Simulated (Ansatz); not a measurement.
## CH₅AlN₂Si, SMILES [NH2][Al]1[N]=C[SiH2]1: a single point from an input written key by key

Computed with Ansatz 0.2.0 through its Python package.

`deck.py`
```python
"""Run CH5AlN2Si from an input written out key by key."""

import ansatz as az
import numpy as np

deck = {
    "crystal": {
        "periodic": [False, False, False],
        "atoms": [
            {"symbol": "N", "position_ang": [-1.1178, 1.6388, -1.6002]},
            {"symbol": "Al", "position_ang": [-0.3373, 0.2748, -0.6235]},
            {"symbol": "N", "position_ang": [-0.1517, -1.621, -0.6812]},
            {"symbol": "C", "position_ang": [0.6882, -1.883, 0.3946]},
            {"symbol": "Si", "position_ang": [0.8078, -0.1461, 1.0225]},
            {"symbol": "H", "position_ang": [-0.9963, 2.5822, -1.0817]},
            {"symbol": "H", "position_ang": [-2.1678, 1.5063, -1.5782]},
            {"symbol": "H", "position_ang": [1.0375, -2.8061, 0.7961]},
            {"symbol": "H", "position_ang": [0.12, 0.0743, 2.3659]},
            {"symbol": "H", "position_ang": [2.2004, 0.3286, 0.9887]},
        ],
    },
    "basis": {"gaussian": {"orbitals": "def2-SVP"}},
    "hamiltonian": {"xc": "pbe"},
    "output": {"forces": True},
}
session = az.Session.from_dict(deck)
summary = session.plan(threads=1).execute().report

print("reference energy %16.6f eV" % summary["reference_energy_ev"])
print("total energy     %16.6f eV" % summary["free_energy_ev"])
print("occupied orbitals outside the frozen core (up, down):", summary["n_occupied"], " frozen:", summary["n_frozen"], " virtual:", summary["n_virtual"])
symbols = ["N", "Al", "N", "C", "Si", "H", "H", "H", "H", "H"]
state = summary["mean_field"]["state"]
print(f"mean field: {state['energy']['hartree']:.7f} Ha, <S^2> = {abs(state['spin_squared']):.4f}, stability: {state.get('stability', {}).get('kind')}")

forces = np.array(summary["forces_ev_ang"])
print("largest force", round(float(np.linalg.norm(forces, axis=1).max()), 4), "eV/A, rms", round(float(np.sqrt((forces ** 2).mean())), 4))
charges = summary["charge_distribution"]
print("dipole moment", round(4.803205 * float(np.linalg.norm(charges["dipole_moment_e_ang"])), 3), "D")
print("Mulliken:", [(s, round(q, 3)) for s, q in zip(symbols, charges["mulliken_charges_e"])])
```

```console
$ python deck.py
reference energy    -18550.266784 eV
total energy        -18550.266784 eV
occupied orbitals outside the frozen core (up, down): [26, 26]  frozen: 0  virtual: [77, 77]
mean field: -681.7097305 Ha, <S^2> = 0.0000, stability: minimum
largest force 6.5444 eV/A, rms 2.1071
dipole moment 2.218 D
Mulliken: [('N', -0.402), ('Al', 0.538), ('N', -0.358), ('C', -0.017), ('Si', 0.058), ('H', 0.135), ('H', 0.122), ('H', 0.031), ('H', -0.054), ('H', -0.053)]
```

Reading the output:
- The settings weren't tested for convergence.
- The geometry is a force-field or estimated start, not a minimum of this method, and the basis set is short of its limit.
- The whole script took 3.7 s on 1 thread of Arm Neoverse V1 (shared host), peak memory 0.19 GiB.

(Lines on the test bed's own set-up are left out of the output.)
